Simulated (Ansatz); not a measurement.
Set up this calculation in Ansatz 0.2.0, as the native input.

| Item | Value |
| --- | --- |
| Task | relaxation of cell and atoms |
| Functional | PBEsol |
| Potentials or basis | Ansatz PAW |
| Cutoff | 420 eV (not typed: the program's choice for these potentials) |
| k mesh | 8 × 8 × 2 |
| Occupations | fermi-dirac, width 0.05 eV |
| Spin | collinear spin, ferromagnetic start |
| Starting moments | [1.0, 1.0, 0.0, 0.6, 0.0] μB |

Crystal: NiMoIrPdW.

```
Ni Mo Pd Ir W
1.0
     2.34460   -1.43138    0.00906
     2.34460    1.43138    0.00906
    -2.20600    0.00000   10.92374
Ni Mo Pd Ir W
1 1 1 1 1
Direct
  0.49838 0.49838 0.29525
  0.31773 0.31773 0.91207
  0.24733 0.24733 0.49061
  0.74982 0.74982 0.10802
  0.68673 0.68673 0.69406
```

The cell was built by a generator and needn't be a form met in nature.

The input as run:

input.yaml

```yaml
crystal:
  lattice:
    - [2.3446, -1.43138, 0.00906]
    - [2.3446, 1.43138, 0.00906]
    - [-2.206, 0.0, 10.92374]
  atoms:
    - { symbol: Ni, position: [0.49838, 0.49838, 0.29525], spin: 1.0 }
    - { symbol: Mo, position: [0.31773, 0.31773, 0.91207], spin: 1.0 }
    - { symbol: Pd, position: [0.24733, 0.24733, 0.49061] }
    - { symbol: Ir, position: [0.74982, 0.74982, 0.10802], spin: 0.6 }
    - { symbol: W, position: [0.68673, 0.68673, 0.69406] }
hamiltonian:
  xc: pbesol
  pseudopotentials: { kind: paw }
magnetization:
  spin_polarized: true
kpoints:
  mp_grid: { grid: [8, 8, 2] }
scf:
  occupations: { method: fermi_dirac, width: 0.05 }
output:
  forces: true
  stress: true
  eigenvalues: true
relax:
  f_tol: 0.01
  max_steps: 40
  cell: { stress_tol: 0.05 }
```

Potentials or basis: Ansatz PAW.

Command:

```console
$ ansatz run input.yaml --threads 8 --pin off --max-ram 20480MiB --backend cpu --events-out ev --progress --plain --runs-dir out
```

Results of the run:

```yaml
Relaxed_volume: 14.14 Å³/atom
Relaxed_cell: a = 2.716 Å, b = 2.716 Å, c = 11.023 Å, α = 99.27°, β = 99.27°, γ = 62.23°
Space_group_after_relaxing_to_0.05_Å: Cm (No. 8)
Energy_gained_by_relaxing: 17.1 meV/atom
Ionic_steps: 6
Pressure_after_relaxing: 0.0 GPa
Band_gap_on_the_k_mesh: none (metal or under the smearing width)
Net_moment: 0.00 μB per cell
Absolute_moment: 0.00 μB per cell
```

Caveat: the plane-wave basis is chosen anew once the cell has moved, so the energies of steps on either side of that aren't comparable; the PAW data sets come from PBE, with cores solved anew for the run's functional, which leaves a small shift of forces and pressure; the starting moments weren't kept.

Wall time 64 s on 8 threads of Arm Neoverse V1 (shared host), peak memory 0.73 GiB.
